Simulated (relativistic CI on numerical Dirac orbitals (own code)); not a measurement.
# Rb IV (Rb³⁺): levels and lines

The task is the spectrum of Rb³⁺: levels, purity of their labels, lifetimes and lines; runs with one setting changed show what the result hangs on.

Method: Dirac-Coulomb-Breit CI, KLI orbitals optimised for each configuration, model QED (radiative potential, 1s self-energy scaled to tabulated hydrogen-like ionisation energies), valence Slater integrals scaled by 0.85, P86 correlation energy added to each configuration. Code: relativistic CI on numerical Dirac orbitals (own code) version 4.

**1. The system**

```
ion                       : Rb³⁺ (Rb IV)
nuclear charge            : 37
electrons                 : 34
isotope                   : A = 85
first configuration typed : [Ar] 3d10 4s2 4p4
```

The outer shells:

first configuration typed
```
[Ar] core
3d [↑↓][↑↓][↑↓][↑↓][↑↓]
4s [↑↓]
4p [↑↓][↑ ][↑ ]
```

**2. The main run**

Settings, as recorded:

```ini
atom Rb  Z=37  charge=3  electrons=34
nucleus A=85  rms_radius_fm=4.2036
hamiltonian dirac-coulomb  breit=on  qed=on  c_scale=1
orbitals kli  potential=per-configuration
slater_scale 0.85
correlation p86
mixing on
configurations
  [Ar] 3d10 4s2 4p4
  [Ar] 3d10 4s 4p5
  [Ar] 3d10 4s2 4p3 4d
  [Ar] 3d10 4p6
  [Ar] 3d10 4s2 4p3 4f
  [Ar] 3d10 4s 4p4 4d
  [Ar] 3d10 4s2 4p3 5s
  [Ar] 3d10 4s2 4p3 5p
  [Ar] 3d10 4s 4p4 4f
  [Ar] 3d10 4s2 4p3 5d
  [Ar] 3d10 4s2 4p3 6s
  [Ar] 3d10 4s2 4p3 6p
  [Ar] 3d10 4s2 4p3 5f
  [Ar] 3d10 4s2 4p2 4d2
  [Ar] 3d10 4s2 4p 4d3
  [Ar] 3d10 4s2 4p 4d2 4f
  [Ar] 3d10 4s 4p2 4d3
  [Ar] 3d10 4s2 4p 4d2 5s
  [Ar] 3d10 4s2 4p 4d2 5p
end
```

The run is started by

```
$ python run_levels.py task.json out
```

One command runs all members of the session, one after another, from task.json.

**4. No correlation estimate**

The settings differ from step 2 so:

```diff
@@ -5,3 +5,3 @@
 slater_scale 0.85
-correlation p86
+correlation none
 mixing on
```

**5. Slater integrals scaled by 1**

The settings differ from step 4 so:

```diff
@@ -4,4 +4,4 @@
 orbitals kli  potential=per-configuration
-slater_scale 0.85
-correlation none
+slater_scale 1
+correlation p86
 mixing on
```

**6. The first 3 configurations alone**

Settings, as recorded:

```ini
atom Rb  Z=37  charge=3  electrons=34
nucleus A=85  rms_radius_fm=4.2036
hamiltonian dirac-coulomb  breit=on  qed=on  c_scale=1
orbitals kli  potential=per-configuration
slater_scale 0.85
correlation p86
mixing on
configurations
  [Ar] 3d10 4s2 4p4
  [Ar] 3d10 4s 4p5
  [Ar] 3d10 4s2 4p3 4d
end
```

**7. One common potential**

Settings, as recorded:

```ini
atom Rb  Z=37  charge=3  electrons=34
nucleus A=85  rms_radius_fm=4.2036
hamiltonian dirac-coulomb  breit=on  qed=on  c_scale=1
orbitals kli  potential=mean
slater_scale 0.85
correlation p86
mixing on
configurations
  [Ar] 3d10 4s2 4p4
  [Ar] 3d10 4s 4p5
  [Ar] 3d10 4s2 4p3 4d
  [Ar] 3d10 4p6
  [Ar] 3d10 4s2 4p3 4f
  [Ar] 3d10 4s 4p4 4d
  [Ar] 3d10 4s2 4p3 5s
  [Ar] 3d10 4s2 4p3 5p
  [Ar] 3d10 4s 4p4 4f
  [Ar] 3d10 4s2 4p3 5d
  [Ar] 3d10 4s2 4p3 6s
  [Ar] 3d10 4s2 4p3 6p
  [Ar] 3d10 4s2 4p3 5f
  [Ar] 3d10 4s2 4p2 4d2
  [Ar] 3d10 4s2 4p 4d3
  [Ar] 3d10 4s2 4p 4d2 4f
  [Ar] 3d10 4s 4p2 4d3
  [Ar] 3d10 4s2 4p 4d2 5s
  [Ar] 3d10 4s2 4p 4d2 5p
end
```

(Steps that only read results are left out.)

**Question.** What will these runs give? Wanted: lowest level; first excitation; lowest level of the other parity; fastest E1 line; ionisation energy; mean error of paired levels.

As calculated:

| run | time | mean size of shift, levels followed (cm⁻¹) | lowest level | ionisation energy (eV) | mean error to measured (cm⁻¹) |
| --- | --- | --- | --- | --- | --- |
| main run | 1.4 s | 0 | 4p4 3P2 | 52.321 | 8643 |
| no correlation estimate | 1.5 s | 1088 | 4p4 3P2 | 51.038 | 5730 |
| Slater integrals scaled by 1 | 1.4 s | 2203 | 4p4 3P2 | 52.015 | - |
| the first 3 configurations alone | 0.13 s | 6003 | 4p4 3P2 | - | - |
| one common potential | 0.87 s | 156 | 4p4 3P2 | - | - |

The semi-empirical ionisation energy (NIST) is 52.2 eV.

| quantity | value |
| --- | --- |
| lowest level | 4p4 3P2 |
| first excitation | 4p4 3P1, 6138.8 cm⁻¹ |
| lowest level of the other parity | 4s 4p5 3P°2, 144969 cm⁻¹ |
| levels in the model | 1919 |
| fastest E1 line (by rate) to the lowest level among the lowest 200 of 1919 levels | 42.16 nm, from 4p3 5s 3D°3 + 4p3 4d 1F° |
| ionisation energy | 52.321 eV |
| ionisation energy, semi-empirical (NIST) | 52.2 eV |
| mean error of paired levels | 8643 cm⁻¹ over 54 |

4p4 3P2 comes out lowest; its LS label holds 93 % and its jj label 84 %; over the low levels the means are 89 and 60 %, so LS coupling describes them better. The ionisation energy agrees with the semi-empirical value within its uncertainty of 0.25 eV. The largest mover is «the first 3 configurations alone» (6003 cm⁻¹ on average). The run «no correlation estimate» comes nearer the measured levels than the main run (5730 against 8643 cm⁻¹). The scale of 0.85 was itself chosen against such measured levels. In a near-neutral ion this small CI can misplace whole configurations by 10,000 cm⁻¹ or more. Lifetimes count radiative decay inside the model alone.
